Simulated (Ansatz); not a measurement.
Predict the output of the script below (Ansatz 0.2.0, Python API).

The script, `ch5b2fo.py`:
```python
# -*- coding: utf-8 -*-
'''Energy of CH5B2FO as one group turns about a bond.'''

import ansatz as az
from ase import Atoms


def main():
    atoms = Atoms(['C', 'B', 'O', 'B', 'F', 'H', 'H', 'H', 'H', 'H'], positions=[
        [-1.4841, 0.2915, 0.2067],
        [-0.2705, -0.7282, 0.0889],
        [0.7057, -0.5995, -0.9949],
        [1.8068, 0.1913, -0.4432],
        [2.9431, -0.4693, 0.158],
        [-1.4135, 1.0574, -0.5933],
        [-1.4508, 0.7906, 1.1968],
        [-2.441, -0.2603, 0.1038],
        [-0.2025, -1.6412, 0.8375],
        [1.8067, 1.3678, -0.5603],
    ])

    # start the scan from a relaxed geometry
    first = (
        az.Crystal.molecule_from_ase(atoms).calculation()
        .basis(gaussian='def2-SVP')
        .functional('PBE0')
        .relax(force_tolerance=0.02, max_steps=80)
    )
    atoms.positions = first.run().report['positions_ang']

    start = atoms.get_dihedral(2, 1, 0, 5)
    energies = {}
    for turn in range(0, 121, 20):
        turned = atoms.copy()
        turned.set_dihedral(2, 1, 0, 5, start + turn, indices=[0, 5, 6, 7])
        base = az.Crystal.molecule_from_ase(turned).calculation().basis(gaussian='def2-SVP').functional('PBE0')
        energies[round((start + turn) % 360)] = base.run().report['free_energy_ev']
    floor = min(energies.values())
    print('dihedral O2-B1-C0-H5 (deg)   E - E(min) (kcal/mol)')
    for angle, e in sorted(energies.items()):
        print(f'{angle:8d} {23.060548 * (e - floor):14.3f}  ' + '#' * int(30 * (e - floor) / max(max(energies.values()) - floor, 1e-9)))


if __name__ == '__main__':
    main()
```

```console
$ python ch5b2fo.py
dihedral O2-B1-C0-H5 (deg)   E - E(min) (kcal/mol)
       0          0.000
      20          0.246  #####
      40          0.769  ##################
      60          1.187  ############################
      80          1.242  ##############################
     100          0.988  #######################
     120          0.704  #################
```

The scan is rigid and the energies are electronic, in a modest basis. With rigid groups the curve can differ much from the relaxed path, the start wasn't checked as a minimum of this torsion, and equivalent turns needn't return to the same energy. Hardware and time: 110 s on 1 thread of Arm Neoverse V1 (shared host), peak memory 0.26 GiB.
